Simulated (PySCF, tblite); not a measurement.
# C4H10Ge2O2: geometry, infrared bands and NMR shifts

Aim: predict the infrared bands and NMR shifts of C4H10Ge2O2 (`C=C(C)[C](=O)[GeH2][O][GeH3]`).

Computed with tblite 0.8.0 and PySCF 2.14.0, with density-fitted response routines of our own, on a single molecule in the gas phase. Atoms count from 0, in the outputs and in this text.

### Step 1. Starting geometry

18 atoms, charge 0, multiplicity 1; geometry from: force field or distance geometry start.

Bonds of the start (Å): C0–C1 1.32, C1–C2 1.50, C1–C3 1.45, C3–O4 1.29, C3–Ge5 1.89, Ge5–O6 1.79, O6–Ge7 1.81, C0–H8 1.09, C0–H9 1.11, C2–H10 1.12, C2–H11 1.10, C2–H12 1.12, Ge5–H13 1.57, Ge5–H14 1.53, Ge7–H15 1.53, Ge7–H16 1.54, Ge7–H17 1.55.

### Step 2. Optimising the geometry with GFN2-xTB

The job: settings as JSON, then the geometry in Å.

```
{"job": {"kind": "relax", "xc": "GFN2-xTB", "basis": "xTB"}, "charge": 0, "multiplicity": 1}
C     -2.016500     1.287900    -0.526300
C     -1.867200    -0.002000    -0.284700
C     -3.068400    -0.874700    -0.096500
C     -0.555800    -0.613700    -0.172600
O     -0.539000    -1.875700     0.086100
Ge     1.051000     0.371200    -0.369100
O      2.277200    -0.189100     0.805700
Ge     3.844100    -0.133000    -0.094400
H     -1.164600     1.958500    -0.659700
H     -3.050700     1.684700    -0.591200
H     -4.008800    -0.282400     0.014300
H     -2.872900    -1.522200     0.771600
H     -3.127100    -1.501100    -1.021800
H      1.583200     0.050600    -1.808200
H      0.899900     1.889700    -0.203800
H      4.983000    -0.461700     0.866500
H      3.701100    -1.076000    -1.298200
H      3.922700     1.295400    -0.694000
```

On the command line:

```
$ OMP_NUM_THREADS=1 python probes_run.py task.json out
```

The driver reads the jobs from task.json and runs them one after another.

**Question.** This job is followed by: GFN2-xTB harmonic vibrations, gas phase; GIAO PBE0/pcSseg-1 NMR shielding, non-relativistic, gas phase. What will the session give for the following? strongest single infrared mode (GFN2-xTB); zero-point energy (GFN2-xTB); 13C shifts against TMS (PBE0/pcSseg-1); 1H shifts against TMS (PBE0/pcSseg-1, means over atoms taken as alike); 17O shifts against H2O (PBE0/pcSseg-1); 73Ge shifts against GeMe4 (PBE0/pcSseg-1).

**Answer**, as computed:

| quantity | value |
| --- | --- |
| strongest single infrared mode (GFN2-xTB) | 1890 cm⁻¹, 571 km/mol |
| zero-point energy (GFN2-xTB) | 73.4 kcal/mol |
| 13C shifts against TMS (PBE0/pcSseg-1) | 234.1, 157.5, 143.6, 19.2 ppm |
| 1H shifts against TMS (PBE0/pcSseg-1, means over atoms taken as alike) | 6.88, 5.91, 5.67, 5.30, 2.00 ppm |
| 17O shifts against H2O (PBE0/pcSseg-1) | 760.5, -39.3 ppm |
| 73Ge shifts against GeMe4 (PBE0/pcSseg-1) | -58, -95 ppm |

Relaxing lowered the energy by 1.134 eV in 178 steps; the close pair that moved most is C3–Ge5, from 1.895 to 2.031 Å. No mode is imaginary among the 48: a minimum at this level. The strongest single mode, at 1890 cm⁻¹, moves mainly H13 and H14. GFN2-xTB is a fitted tight-binding method: band positions and strengths are rough. Its intensities can rank the bands wrongly. At PBE0/pcSseg-1: The widest tensor belongs to O4: span 1522 ppm, with a paramagnetic part of -831 ppm. Spin-orbit coupling is left out, which matters for shieldings and couplings at and beside the heavy atoms.
